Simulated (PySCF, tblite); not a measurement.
**C4H5ClF2O: geometry, infrared bands and NMR shifts**

Aim: predict the infrared bands and NMR shifts of C4H5ClF2O (`C[C@@H](F)[C@H](F)C(=O)Cl`).

Programs: tblite 0.8.0 and PySCF 2.14.0, with density-fitted response routines of our own. Each step states its level of theory. These are calculated values for one molecule in the gas phase, unless marked as measured. Atoms are numbered from 0 throughout.

## 1. The starting structure

13 atoms, charge 0, multiplicity 1; geometry from: force field or distance geometry start.

Bonds of the start (Å): C0–C1 1.51, C1–F2 1.38, C1–C3 1.53, C3–F4 1.39, C3–C5 1.49, C5–O6 1.24, C5–Cl7 1.76, C0–H8 1.10, C0–H9 1.13, C0–H10 1.09, C1–H11 1.13, C3–H12 1.12.

## 2. Optimising the geometry with GFN2-xTB

Job settings and geometry (Å):

```
{"job": {"kind": "relax", "xc": "GFN2-xTB", "basis": "xTB"}, "charge": 0, "multiplicity": 1}
C     -1.154800     0.493400    -0.571600
C     -0.578000    -0.768200     0.021900
F     -0.162400    -1.683600    -0.924200
C      0.579000    -0.271800     0.889700
F      0.037400     0.565500     1.854000
C      1.502000     0.428600    -0.046600
O      1.752600     1.631400     0.140700
Cl     2.238200    -0.440500    -1.393700
H     -2.173400     0.358000    -0.963000
H     -1.251600     1.215700     0.296700
H     -0.513200     0.907600    -1.354900
H     -1.366700    -1.295700     0.643900
H      1.086600    -1.139700     1.389300
```

Launch:

```console
$ OMP_NUM_THREADS=1 python probes_run.py task.json out
```

One launch serves the whole session: the jobs run in the order shown.

**Question.** This job is followed by: GFN2-xTB harmonic vibrations, gas phase; GIAO PBE0/pcSseg-1 NMR shielding, non-relativistic, gas phase. What will the session give for the following? strongest single infrared mode (GFN2-xTB); zero-point energy (GFN2-xTB); ¹³C shifts against TMS (PBE0/pcSseg-1); ¹H shifts against TMS (PBE0/pcSseg-1, means over atoms taken as alike); ¹⁹F shifts against CFCl3 (PBE0/pcSseg-1); ¹⁷O shifts against H2O (PBE0/pcSseg-1); ³⁵Cl shifts against HCl (PBE0/pcSseg-1).

As calculated:

| quantity | value |
| --- | --- |
| strongest single infrared mode (GFN2-xTB) | 1834 cm⁻¹, 391 km/mol |
| zero-point energy (GFN2-xTB) | 53.9 kcal/mol |
| ¹³C shifts against TMS (PBE0/pcSseg-1) | 181.3, 97.8, 92.0, 17.9 ppm |
| ¹H shifts against TMS (PBE0/pcSseg-1, means over atoms taken as alike) | 5.51, 5.18, 1.47 ppm |
| ¹⁹F shifts against CFCl3 (PBE0/pcSseg-1) | -207.6, -208.3 ppm |
| ¹⁷O shifts against H2O (PBE0/pcSseg-1) | 608.8 ppm |
| ³⁵Cl shifts against HCl (PBE0/pcSseg-1) | 475 ppm |

What this shows: Over 48 steps the energy fell by 0.590 eV; of the close pairs, C5–O6 changed most, 1.243 to 1.182 Å. All 33 modes are real, so the xTB geometry is a minimum. The strongest single mode, at 1834 cm⁻¹, moves mainly C5 and O6. Unscaled tight-binding wavenumbers are off by several per cent, some by more. Its intensities can rank the bands wrongly. H12 (hydrogen on an sp3 CH bonded to F, α to a carbonyl) lies farthest downfield among hydrogen, at 5.51 ppm; its carbon carries F, which withdraws density. At PBE0/pcSseg-1: Shielding is most anisotropic at O6 (span 991 ppm, paramagnetic term -669 ppm).
